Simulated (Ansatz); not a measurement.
**CH6OSiZn: up Jacob's ladder to CCSD(T)**

An exercise on one series of results from a longer session: the logs are not shown, and one member is left open.

The runs use Ansatz 0.2.0, Gaussian basis; functionals in def2-TZVPP, the program's frozen cores in correlated methods.

Plan: PBE-D4, r2SCAN-D4, PBE0-D4, B3LYP-D4, ωB97X-V, ωB97M-V, B2PLYP; CCSD(T)/def2-TZVPP; MP2/def2-QZVPP; extrapolation to the limit.

## The geometry

An earlier PBE0-D4 in a triple-zeta def2 set relaxation fixed the geometry.

SMILES `O[SiH2][CH2][ZnH]`, 10 atoms, charge 0, spin multiplicity 1.

Atoms are counted from 1 here; the program's logs count them from 0.

Bond lengths: O1–Si2 1.676 Å, O1–H5 0.958 Å, Si2–C3 1.834 Å, Si2–H6 1.491 Å, Si2–H7 1.491 Å, C3–Zn4 1.971 Å, C3–H8 1.093 Å, C3–H9 1.093 Å, Zn4–H10 1.542 Å. Angles: Si2–O1–H5 119.9°, O1–Si2–C3 102.4°, O1–Si2–H6 108.7°, O1–Si2–H7 108.7°, C3–Si2–H6 114.5°, C3–Si2–H7 114.4°, H6–Si2–H7 107.9°, Si2–C3–Zn4 102.5°, Si2–C3–H8 112.9°, Si2–C3–H9 112.9°, Zn4–C3–H8 110.1°, Zn4–C3–H9 110.2°, H8–C3–H9 108.2°, C3–Zn4–H10 174.9°.

The first run:

in.yaml reads:

```yaml
crystal:
  periodic: [false, false, false]
  atoms:
    - {symbol: O, position_ang: [-0.776639, 0.724648, 1.116853]}
    - {symbol: Si, position_ang: [-0.167114, 0.970288, -0.425060]}
    - {symbol: C, position_ang: [0.611571, -0.647042, -0.802263]}
    - {symbol: Zn, position_ang: [0.264526, -1.679659, 0.840552]}
    - {symbol: H, position_ang: [-1.245815, 1.431073, 1.563297]}
    - {symbol: H, position_ang: [-1.292786, 1.340393, -1.330521]}
    - {symbol: H, position_ang: [0.784410, 2.117907, -0.385962]}
    - {symbol: H, position_ang: [0.158668, -1.146653, -1.662134]}
    - {symbol: H, position_ang: [1.687236, -0.570503, -0.978580]}
    - {symbol: H, position_ang: [0.059142, -2.591550, 2.066818]}
basis:
  gaussian: {orbitals: def2-TZVPP}
hamiltonian: {xc: pbe, dispersion: d4}
output: {forces: true, orbitals: {seedname: orbitals}}
```

Started as:

```
> ansatz run in.yaml --threads 4 --pin off --events-out ev --progress --plain --max-ram 10444MiB
```

Among the steps run: PBE-D4 (GGA); r2SCAN-D4 (meta-GGA); PBE0-D4 (hybrid); B3LYP-D4 (hybrid); ωB97X-V (range-separated); ωB97M-V (range-separated); B2PLYP (double hybrid); CCSD(T) in def2-TZVPP; MP2 in def2-QZVPP.

One table of the session follows, with a row left open; its other results are not shown here.

It belongs to the step «Atomisation energies». 

| method | atomisation energy (eV) |
| --- | --- |
| PBE-D4 | 33.087 |
| r2SCAN-D4 | 33.210 |
| PBE0-D4 | ? |
| B3LYP-D4 | 32.777 |
| ωB97X-V | 33.251 |
| ωB97M-V | 33.153 |
| B2PLYP | 32.552 |
| HF/def2-TZVPP | 24.265 |
| MP2/def2-TZVPP | 32.718 |
| CCSD/def2-TZVPP | 31.867 |
| CCSD(T)/def2-TZVPP | 32.279 |
| MP2/CBS | 33.546 |
| CCSD(T)/CBS | 33.107 |

Q: Estimate the row for PBE0-D4 from the others.

The run gave: atomisation energy (eV): 32.768. In the column «atomisation energy (eV)» it lies between MP2/def2-TZVPP (32.718) and B3LYP-D4 (32.777).

Limits of these values: Free atoms (1 O, 1 Si, 1 C, 1 Zn, 6 H) were run apart at each level; the atomisation energy is their sum less the molecule, without zero-point or spin-orbit terms.
